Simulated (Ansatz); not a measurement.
**TiH (quartet): from Hartree-Fock to the top rungs, def2-TZVPP**

The task here is to estimate one member of a computed series from the others.

Program: Ansatz 0.2.0, Gaussian basis. Level of theory: def2-TZVPP, core rule «outside noble gas», up to 9 orbitals frozen. These are calculated values, not measurements.

Plan: UHF; ROHF; CCSD(T) on UHF.

2 further runs of the same task are left out: 2 set aside as unsound or not needed.

### The geometry

The geometry is a PBE0/def2-TZVP stationary point (not a proven minimum) of the parent state, kept for this charge and spin.

2 atoms, charge 0, spin multiplicity 4.

Atoms are counted from 1 here; the program's logs count them from 0.

Bond lengths: Ti1–H2 1.757 Å.

Set-up of the first run:

The input, in.yaml:

```yaml
crystal:
  periodic: [false, false, false]
  atoms:
    - {symbol: Ti, position_ang: [0.000000, 0.000000, 0.000000]}
    - {symbol: H, position_ang: [0.000000, 0.000000, 1.756681]}
basis:
  gaussian: {orbitals: def2-TZVPP}
magnetization: {spin_polarized: true, initial_magnetization: 3}
hamiltonian: {xc: hf}
output: {orbitals: {seedname: orbitals}}
```

Started as:

```
ansatz run in.yaml --threads 1 --pin off --events-out ev --progress --plain --max-ram 4096MiB --backend cpu
```

Among the steps run: UHF; ROHF; CCSD(T) on UHF.

One of the session's tables, all rows but one given; the rest of the session is left out.

It belongs to the step «Misses and costs». 

```
  method  from UCCSD(T) (meV)
    ROHF                    ?
     UHF              +1812.4
    UMP2               +472.7
   UCCSD                +46.0
UCCSD(T)                    0
```

Q: Estimate the row for ROHF from the others.

As computed: from UCCSD(T) (meV): +1938.7. In the column «from UCCSD(T) (meV)» it is the highest.
